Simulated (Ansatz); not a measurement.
# Ti: the cost of one run

Computed with Ansatz 0.2.0 (DFT PBEsol, scalar-relativistic, unless a step's input says otherwise).

### Step 1. The structure to begin with

Symmetry: Im-3m, No. 229, cubic system. The conventional cell has a = 3.282 Å, b = 3.282 Å, c = 3.282 Å, α = 90.00°, β = 90.00°, γ = 90.00°. Ti (site symmetry m-3m) is surrounded by 8 Ti at 2.84 Å.

As a file:

```cif
data_structure
_symmetry_space_group_name_H-M 'P 1'
_symmetry_Int_Tables_number 1
_cell_length_a 2.8423
_cell_length_b 2.8423
_cell_length_c 2.8423
_cell_angle_alpha 109.471
_cell_angle_beta 109.471
_cell_angle_gamma 109.471
_cell_volume 17.68
loop_
_atom_site_label
_atom_site_type_symbol
_atom_site_fract_x
_atom_site_fract_y
_atom_site_fract_z
_atom_site_occupancy
Ti1 Ti 0.00000 0.00000 0.00000 1
```

### Step 2. The deformed structure

Space group Im-3m before, R-3m after.

### Step 3. LAPW, all electrons

The input, input.yaml:

```yaml
crystal:
  lattice:
    - [-1.62459, 1.641, 1.641]
    - [1.641, -1.62459, 1.641]
    - [1.641, 1.641, -1.62459]
  atoms:
    - { symbol: Ti, position: [0.0, 0.0, 0.0] }
kpoints:
  mp_grid: { grid: [17, 17, 17] }
  band_path:
    path:
      - [0.0, 0.0, 0.0]
      - [0.0, 0.0, 0.5]
      - [-0.5, 0.5, 0.5]
      - [-0.7474684983, 0.2525315017, 0.2525315017]
      - [0.2525315017, 0.2525315017, 0.2525315017]
      - [0.0, 0.0, 0.0]
      - [-0.5, 0.0, 0.5]
    npoints: 5
scf:
  occupations: { method: fermi_dirac, width: 0.08 }
hamiltonian:
  xc: pbesol
  pseudopotentials: { kind: all_electron, lapw: { basis_error: 0.001 } }
output:
  forces: true
  stress: true
  eigenvalues: true
```

Run with:

```bash
$ ansatz run input.yaml --threads 1 --pin off --max-ram 3072MiB --backend cpu --events-out ev --progress --plain --runs-dir out
```

**Question.** How long does this run take on 1 thread of Intel Xeon Platinum 8488C (Sapphire Rapids), shared host, and how much memory does it need?

About 16 s, with a peak of 0.47 GiB.
